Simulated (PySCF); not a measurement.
# ClGe₂H₇Si: magnetic properties

One table from this session's results is given with a row withheld; the runs are named, their logs left out.

Programs: PySCF 2.14.0, with routines of our own; each step states its level. All values are computed. Atoms count from 0.

## The starting structure

11 atoms, charge 0, multiplicity 1; geometry from: GFN2-xTB.

Set-up of the first run:

What the job is given:

```
{"job": {"xc": "PBE0", "basis": "def2-SVP", "d3": "d3bj", "grid": 1, "kind": "geom"}, "charge": 0, "multiplicity": 1}
Si    -2.096353    -0.448203     0.282678
Ge    -0.096414     0.800286    -0.029011
Cl    -0.242631     2.046865    -1.754818
Ge     2.057453    -0.303865    -0.153406
H     -1.991289    -1.192715     1.538011
H     -3.250565     0.446366     0.344864
H     -2.266158    -1.396711    -0.818988
H      0.082561     1.845625     1.100543
H      2.394230    -1.097390     1.079522
H      2.178473    -1.305479    -1.269462
H      3.236118     0.607892    -0.345897
```

Launch:

```sh
> OMP_NUM_THREADS=1 python excited_run.py task.json out
```

The driver reads the jobs from task.json and runs them one after another.

Steps of the session up to this table: Relaxing the molecule at PBE0-D3(BJ)/def2-SVP; Magnetic properties: GIAO mPW1PW91/pcSseg-1; Magnetic properties: GIAO B97-D/pcSseg-1; Magnetic properties: GIAO B3LYP/STO-3G; Magnetic properties: GIAO B3LYP/def2-SVP; Magnetic properties: GIAO B3LYP/cc-pVDZ; Magnetic properties: GIAO B3LYP/aug-cc-pVDZ.

One table of the session follows, with a row left open; its other results are not shown here.

```
                 level  gap (eV)
GIAO mPW1PW91/pcSseg-1         ?
   GIAO B97-D/pcSseg-1      5.03
     GIAO B3LYP/STO-3G      8.29
   GIAO B3LYP/def2-SVP      6.56
    GIAO B3LYP/cc-pVDZ      6.52
GIAO B3LYP/aug-cc-pVDZ      6.33
```

Estimate the missing values for GIAO mPW1PW91/pcSseg-1.

As computed: gap (eV): 6.94. In the column «gap (eV)» it lies between GIAO B3LYP/def2-SVP (6.56) and GIAO B3LYP/STO-3G (8.29).

To keep in mind: GIAO B3LYP/STO-3G has a minimal basis, so it is left out of the spread where two other levels stand. Vibrational averaging and real surroundings are missing from these values.
